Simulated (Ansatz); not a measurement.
# GeAsH₃ (singlet): PBE, r2SCAN, PBE0, B3LYP, wB97M-V, B2PLYP, RPA-PBE over vertical spin and charge gaps, cc-pVDZ

Aim: run GeAsH₃ (singlet) with these functionals over vertical spin and charge gaps, and hold them against the top wave-function level at the same points.

The runs use Ansatz 0.2.0, Gaussian basis; cc-pVDZ, all electrons in the functionals, frozen cores in the correlation of double hybrids and RPA.

The runs, in order: PBE, r2SCAN, PBE0, B3LYP, wB97M-V, B2PLYP, RPA-PBE, at charge 0, singlet; charge 0, triplet; charge 1, doublet.

3 further runs of the same task are left out: 3 set aside as unsound or not needed.

## 1. The system

The geometry is a PBE0/def2-TZVP stationary point (not a proven minimum). No spin-orbit coupling is included. The filled d shell of Ge, As may be among the frozen orbitals whatever the setting's name suggests; the logs give the count.

5 atoms, charge 0, spin multiplicity 1.

Atoms are counted from 1 here; the program's logs count them from 0.

Bond lengths: Ge1–As2 2.251 Å, Ge1–H3 1.846 Å, Ge1–H4 1.555 Å, Ge1–H5 1.555 Å, As2–H3 1.673 Å. Angles: As2–Ge1–H3 46.9°, As2–Ge1–H4 126.3°, As2–Ge1–H5 126.3°, H3–Ge1–H4 108.3°, H3–Ge1–H5 108.3°, H4–Ge1–H5 105.5°, Ge1–As2–H3 53.7°, Ge1–H3–As2 79.4°.

No dispersion term is added; wB97M-V holds VV10 nonlocal correlation. B3LYP takes the VWN-RPA correlation.

The geometry shown and the zero of energy belong to the point charge 0, singlet. The yardstick, UCCSDT(Q), and other wave-function levels (R restricted, U unrestricted, valence and pair active spaces) come from earlier runs.

## 2. PBE, charge 0, singlet

Input file in.yaml:

```yaml
crystal:
  periodic: [false, false, false]
  atoms:
    - {symbol: Ge, position_ang: [-0.018407, 0.000000, 1.115960]}
    - {symbol: As, position_ang: [-0.004730, 0.000000, -1.134971]}
    - {symbol: H, position_ang: [1.337856, 0.000000, -0.136995]}
    - {symbol: H, position_ang: [0.170146, 1.237454, 2.038120]}
    - {symbol: H, position_ang: [0.170145, -1.237455, 2.038119]}
basis:
  gaussian: {orbitals: cc-pVDZ}
hamiltonian: {xc: {name: PBE}}
output: {orbitals: {seedname: orbitals}}
```

On the command line:

```bash
$ ansatz run in.yaml --threads 1 --pin off --events-out ev --progress --plain --max-ram 2816MiB --backend cpu
```

After this run come: PBE, charge 0, triplet; PBE, charge 1, doublet; r2SCAN, charge 0, singlet; r2SCAN, charge 0, triplet; r2SCAN, charge 1, doublet; PBE0, charge 0, singlet; PBE0, charge 0, triplet; PBE0, charge 1, doublet; B3LYP, charge 0, singlet; B3LYP, charge 0, triplet; B3LYP, charge 1, doublet; wB97M-V, charge 0, singlet; wB97M-V, charge 0, triplet; wB97M-V, charge 1, doublet; B2PLYP, charge 0, singlet; B2PLYP, charge 0, triplet; B2PLYP, charge 1, doublet; RPA-PBE, charge 0, singlet; RPA-PBE, charge 0, triplet; RPA-PBE, charge 1, doublet.

**Question.** What will the summary of the whole plan be? Wanted: singlet to triplet, UCCSDT(Q); ionisation to the doublet cation, UCCSDT(Q); largest miss, PBE; largest miss, r2SCAN; largest miss, PBE0; largest miss, B3LYP; largest miss, wB97M-V; largest miss, B2PLYP; largest miss, RPA-PBE.

**Answer**, as computed:

```
                                   quantity                                             value
              singlet to triplet, UCCSDT(Q)                                     23.5 kcal/mol
ionisation to the doublet cation, UCCSDT(Q)                                    166.3 kcal/mol
                          largest miss, PBE  +4.4 kcal/mol (ionisation to the doublet cation)
                       largest miss, r2SCAN                -6.2 kcal/mol (singlet to triplet)
                         largest miss, PBE0  +5.1 kcal/mol (ionisation to the doublet cation)
                        largest miss, B3LYP  +5.7 kcal/mol (ionisation to the doublet cation)
                      largest miss, wB97M-V  +4.6 kcal/mol (ionisation to the doublet cation)
                       largest miss, B2PLYP  +3.0 kcal/mol (ionisation to the doublet cation)
                      largest miss, RPA-PBE  +4.6 kcal/mol (ionisation to the doublet cation)
                     largest miss, RCCSD(T)                +0.1 kcal/mol (singlet to triplet)
                     largest miss, UCCSD(T)                +0.1 kcal/mol (singlet to triplet)
```

Of the functionals, B2PLYP keep the smallest largest miss at the points compared (at most 3.0 kcal/mol) and r2SCAN strays most (6.2 kcal/mol, at singlet to triplet). Functionals and the yardstick converge differently with the basis, so part of each miss in cc-pVDZ is the basis.
